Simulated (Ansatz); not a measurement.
**BeLi+ (singlet): from Hartree-Fock to the top rungs at distance Li1–Be2 = 2.859 Å, cc-pVQZ**

An exercise on one series of results from a longer session: the logs are not shown, and one member is left open.

The runs use Ansatz 0.2.0, Gaussian basis; cc-pVQZ, core rule «outside noble gas», up to 2 orbitals frozen.

To be run: UHF; CCSD(T) on RHF; CCSD(T) on UHF; BCCD(T) on RHF.

30 further runs of the same task are left out: 3 for a known fault of the program, 23 that didn't finish, 4 set aside as unsound or not needed.

### The system

The geometry derives from a PBE0/def2-TZVP stationary point (not a proven minimum). One bond is set to the value named and the two fragments are kept rigid.

2 atoms, charge 1, spin multiplicity 1.

Atoms are counted from 1 here; the program's logs count them from 0.

No contacts short enough for the rule that draws bonds.

Coordinates:

```
Li    0.0000    0.0000    0.0000
Be    0.0000    0.0000    2.8590
```

Set-up of the first run:

Contents of in.yaml:

```yaml
crystal:
  periodic: [false, false, false]
  atoms:
    - {symbol: Li, position_ang: [0.000000, 0.000000, 0.000000]}
    - {symbol: Be, position_ang: [0.000000, 0.000000, 2.859000]}
basis:
  gaussian: {orbitals: cc-pVQZ}
total_charge: 1
magnetization: {spin_polarized: true, initial_magnetization: 0}
hamiltonian: {xc: hf}
output: {orbitals: {seedname: orbitals}}
```

Run with:

```bash
$ ansatz run in.yaml --threads 1 --pin off --events-out ev --progress --plain --max-ram 2393MiB
```

Among the steps run: UHF; CCSD(T) on RHF; CCSD(T) on UHF; BCCD(T) on RHF.

One of the session's tables, all rows but one given; the rest of the session is left out.

| method | from RCCSD(T) (meV) |
| --- | --- |
| RHF | +1196.9 |
| UHF | ? |
| RMP2 | +404.1 |
| RCCSD | 0.0 |
| RCCSD(T) | 0 |
| BCCD(T) | 0.0 |

**Question.** Estimate the row for UHF.

The run gave: from RCCSD(T) (meV): +1154.6. In the column «from RCCSD(T) (meV)» it lies between RMP2 (+404.1) and RHF (+1196.9).

Not comparable, so not listed: CCSD(T) on UHF (they don't share determinant, frozen orbitals or solution with the rows shown, or repeat one).

Limits of these values: Warnings: restricted reference is unstable; spin contamination; large T1 diagnostic.
